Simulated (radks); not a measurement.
**Ionisation of Al⁺: one atom, several choices of relativity**

One table from this session's results is given with a row withheld; the runs are named, their logs left out.

Method: Kohn-Sham, PBE, spin-unpolarised, spherical densities. Code: radks (a radial shooting solver on a logarithmic mesh, Libxc functionals) version 1.

2 further runs of the same task are left out: 2 set aside as unsound or not needed.

### The atom as given

```
element       : aluminium (Z = 13)
charge        : +1
electrons     : 12
configuration : [Ne] 3s2
ion           : Al²⁺, [Ne] 3s1
choices       : non-relativistic; scalar-relativistic; Dirac, 2j+1 shares; scalar-relativistic, finite nucleus; Dirac, 2j+1 shares, finite nucleus; Dirac, c × 2; Dirac, c × 1.5; Dirac, c × 3
```

Outer shells as boxes (Hund's rule):

Al⁺
```
[Ne] core
3s [↑↓]
```

Al²⁺
```
[Ne] core
3s [↑ ]
```

The first run:

Input:

```text
Z 13
configuration [Ne] 3s2
relativity non-relativistic
functional pbe,pbe
spin unpolarised
nucleus point
```

Steps of the session up to this table: non-relativistic: Al⁺.

One table of the session follows, with a row left open; its other results are not shown here.

Radial moments (bohr):

| level | <r> | outermost maximum (interpolated) | 90 % within | nodes |
| --- | --- | --- | --- | --- |
| 1s | 0.1205 | 0.0787 | 0.215 | 0 |
| 2s | ? | ? | ? | ? |
| 2p | 0.6034 | 0.429 | 1.02 | 0 |
| 3s | 2.381 | 2.02 | 3.59 | 2 |

**Question.** Estimate the row for 2s.

The run gave: <r>: 0.6276; outermost maximum (interpolated): 0.498; 90 % within: 0.993; nodes: 1. In the column «<r>» it lies between 2p (0.6034) and 3s (2.381).

Limits of these values: Runs with a scaled speed of light are not ranked. Spin polarisation and multiplet splitting of open shells are left out at every level.
